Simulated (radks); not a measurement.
# The series with 31 electrons, Ga to Te²¹⁺

One table from this session's results is given with a row withheld; the runs are named, their logs left out.

The numbers are computed with radks (a radial shooting solver on a logarithmic mesh, Libxc functionals) version 1 (Dirac Kohn-Sham, PBEsol, spin-unpolarised, spherical densities, point nucleus; open shells fill j = l - 1/2 first), except any that are marked as measured or tabulated.

**Starting point**

```
electrons     : 31
ions          : Ga, Ge⁺, As²⁺, Se³⁺, Br⁴⁺, Kr⁵⁺, Rb⁶⁺, Sr⁷⁺, Zr⁹⁺, Nb¹⁰⁺, Mo¹¹⁺, Tc¹²⁺, Ru¹³⁺, Rh¹⁴⁺, Pd¹⁵⁺, Ag¹⁶⁺, Cd¹⁷⁺, In¹⁸⁺, Sn¹⁹⁺, Sb²⁰⁺, Te²¹⁺
configuration : NIST ground configuration of each
```

The first run:

Settings of this run:

```text
Z 31
configuration [Ar] 3d10 4s2 4p1
relativity Dirac
functional pbe_sol,pbe_sol
spin unpolarised
j_filling energy
nucleus point
c 137.035999084
```

Run with:

```bash
> python run_ks.py task.json out
```

This one command runs every case of the session in turn.

Steps of the session up to this table: Ga, [Ar] 3d10 4s2 4p1.

One of the session's tables, all rows but one given; the rest of the session is left out.

It belongs to the step «Ga, [Ar] 3d10 4s2 4p1». Radial moments (bohr):

| level | <r> | outermost maximum (interpolated) | 90 % within | nodes |
| --- | --- | --- | --- | --- |
| 3s1/2 | 0.6522 | 0.565 | 0.977 | 2 |
| 3p1/2 | ? | ? | ? | ? |
| 3p3/2 | 0.6831 | 0.570 | 1.05 | 1 |
| 3d3/2 | 0.8072 | 0.531 | 1.39 | 0 |
| 3d5/2 | 0.8136 | 0.534 | 1.41 | 0 |
| 4s1/2 | 2.342 | 1.90 | 3.58 | 3 |
| 4p1/2 | 3.354 | 2.51 | 5.38 | 2 |
| 4p3/2 | 3.422 | 2.56 | 5.49 | 2 |

Q: Estimate the row for 3p1/2 from the others.

As computed: <r>: 0.6722; outermost maximum (interpolated): 0.561; 90 % within: 1.04; nodes: 1. In the column «<r>» it lies between 3s1/2 (0.6522) and 3p3/2 (0.6831).
